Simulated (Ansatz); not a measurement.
Task: a band structure of Ta, space group P6_322, with the Python package of Ansatz (0.2.0). Give the script and its output. Settings: PBEsol, PAW, the default cutoff (420 eV here), 6×6×3 k-points, Fermi-Dirac smearing of 0.15 eV.

```
CELL_PARAMETERS angstrom
4.98349 0.00000 0.00000
-2.49174 4.31583 0.00000
0.00000 0.00000 8.20275
ATOMIC_POSITIONS crystal
Ta 0.00000 0.32082 0.00000
Ta 0.32082 0.00000 0.00000
Ta 0.67918 0.67918 0.00000
Ta 0.00000 0.67918 0.50000
Ta 0.67918 0.00000 0.50000
Ta 0.32082 0.32082 0.50000
Ta 0.66667 0.33333 0.75000
Ta 0.33333 0.66667 0.25000
```

The script, `bands_ta.py`:
```python
"""Bands of Ta along a path through the zone."""

import ansatz as az
import numpy as np
from pymatgen.core import Lattice, Structure
from pymatgen.io.ase import AseAtomsAdaptor

pmg_structure = Structure(
    Lattice([[4.98349, 0.0, 0.0], [-2.49174, 4.31583, 0.0], [0.0, 0.0, 8.20275]]),
    ["Ta", "Ta", "Ta", "Ta", "Ta", "Ta", "Ta", "Ta"],
    [
        [0.0, 0.32082, 0.0],
        [0.32082, 0.0, 0.0],
        [0.67918, 0.67918, 0.0],
        [0.0, 0.67918, 0.5],
        [0.67918, 0.0, 0.5],
        [0.32082, 0.32082, 0.5],
        [2 / 3, 1 / 3, 0.75],
        [1 / 3, 2 / 3, 0.25],
    ],
)
ta = az.Crystal.from_ase(AseAtomsAdaptor.get_atoms(pmg_structure))

# high-symmetry points in fractions of the reciprocal vectors
path = [
    ("G", (0.0, 0.0, 0.0)),
    ("M", (0.5, 0.0, 0.0)),
    ("K", (0.33333, 0.33333, 0.0)),
    ("G", (0.0, 0.0, 0.0)),
    ("A", (0.0, 0.0, 0.5)),
    ("L", (0.5, 0.0, 0.5)),
]
setup = (
    ta.calculation()
    .kpoints(6, 6, 3)
    .functional("PBEsol")
    .occupations("Fermi-Dirac", width=0.15)
    .band_structure([point for _, point in path], intervals=4)
    .scf(extra_bands=10)
    .stress()
)
done = setup.run(threads=1)
r = done.report

n_atoms = len(r["lattice"]["sites"])
print("F =", round(r["free_energy_ev"], 4), "eV for", n_atoms, "atoms")
print("E(sigma -> 0) =", round(r["energy_sigma0_ev"], 4), "eV, TS =", round(r["entropy_ts_ev"], 5), "eV")
print("closed by", r["closed_by"], "after", r["n_iterations"], "iterations")

# the stress is positive in compression
sigma = r["stress_gpa"]
voigt = [sigma[0][0], sigma[1][1], sigma[2][2], sigma[1][2], sigma[0][2], sigma[0][1]]
print("stress xx yy zz yz xz xy (GPa, compression positive):", " ".join(f"{s:.3f}" for s in voigt))
print("P =", round(10 * float(np.mean(voigt[:3])), 2), "kbar")

bands = done.band_structure()
fermi = bands.fermi_energy_ev
print(f"zero of the bands: {fermi:.3f} eV, the Fermi level found on the SCF mesh")
for spin, channel in enumerate(bands.channels):
    levels = channel.eigenvalues_ev - fermi
    crossing = [b for b in range(levels.shape[1]) if levels[:, b].min() < 0 < levels[:, b].max()]
    print(f"channel {spin}: bands that cross the Fermi level on this path:", [b + 1 for b in crossing] or "none")
    shown = crossing or sorted(np.argsort(np.abs(levels).min(axis=0))[:2])
    for k, row in zip(bands.kpoints_frac, levels[:, shown]):
        print(f"{k[0]:7.3f} {k[1]:7.3f} {k[2]:7.3f}  ", " ".join(f"{e:8.3f}" for e in row))
```

`python bands_ta.py` gives:
```text
DeckWarning: basis.ecutwfc = 420 eV, auto-derived from the records' recommended cutoffs: set by Ta (normal level)
F = -78441.0816 eV for 8 atoms
E(sigma -> 0) = -78440.7343 eV, TS = 0.69459 eV
closed by deck_thresholds after 7 iterations
stress xx yy zz yz xz xy (GPa, compression positive): 1.526 1.526 2.493 0.000 0.000 -0.000
P = 18.49 kbar
zero of the bands: 14.650 eV, the Fermi level found on the SCF mesh
channel 0: bands that cross the Fermi level on this path: [51, 52, 53, 54]
  0.000   0.000   0.000     -0.296   -0.114   -0.090    0.081
  0.125   0.000   0.000     -0.304    0.227    0.274    0.410
  0.250   0.000   0.000     -0.478    0.036    0.110    0.542
  0.375   0.000   0.000     -0.607   -0.202   -0.148    0.398
  0.500   0.000   0.000     -0.701   -0.220   -0.181   -0.099
  0.458   0.083   0.000     -0.465   -0.439   -0.231   -0.095
  0.417   0.167   0.000     -0.374   -0.328   -0.164    0.162
  0.375   0.250   0.000     -0.420   -0.359    0.151    0.397
  0.333   0.333   0.000     -0.383   -0.383    0.158    0.422
  0.250   0.250   0.000     -0.370   -0.087   -0.078    0.337
  0.167   0.167   0.000     -0.114    0.009    0.019    0.471
  0.083   0.083   0.000     -0.246    0.221    0.413    0.489
  0.000   0.000   0.000     -0.296   -0.114   -0.090    0.081
  0.000   0.000   0.125     -0.252   -0.250   -0.115   -0.091
  0.000   0.000   0.250     -0.456   -0.164   -0.118   -0.078
  0.000   0.000   0.375     -0.513   -0.131   -0.122    0.031
  0.000   0.000   0.500     -0.263   -0.263   -0.126   -0.126
  0.125   0.000   0.500     -0.195   -0.195    0.068    0.068
  0.250   0.000   0.500      0.074    0.074    0.203    0.203
  0.375   0.000   0.500     -0.194   -0.194    0.513    0.513
  0.500   0.000   0.500     -0.250   -0.250    0.314    0.314
```
(Warnings from the package without file and line.)

Absolute energies stand on the zero of these potentials, so only differences at equal settings mean something. A total without «per atom» is that of the cell as typed. The computed bands are complete only to about 1.7 eV above the Fermi level. The mesh is modest for a metal, so energies can be off by several to tens of meV an atom and pressures by half a GPa or more; differences at equal mesh fare better. Spin-orbit coupling, which matters for elements this heavy, is left out. This isn't the structure that Ta takes at ambient conditions. Levels are Kohn-Sham eigenvalues on this mesh, without spin-orbit coupling. Wall time of the script: 18 s on 1 thread of Intel(R) Xeon(R) Processor @ 2.30GHz (shared host), peak memory 0.67 GiB.
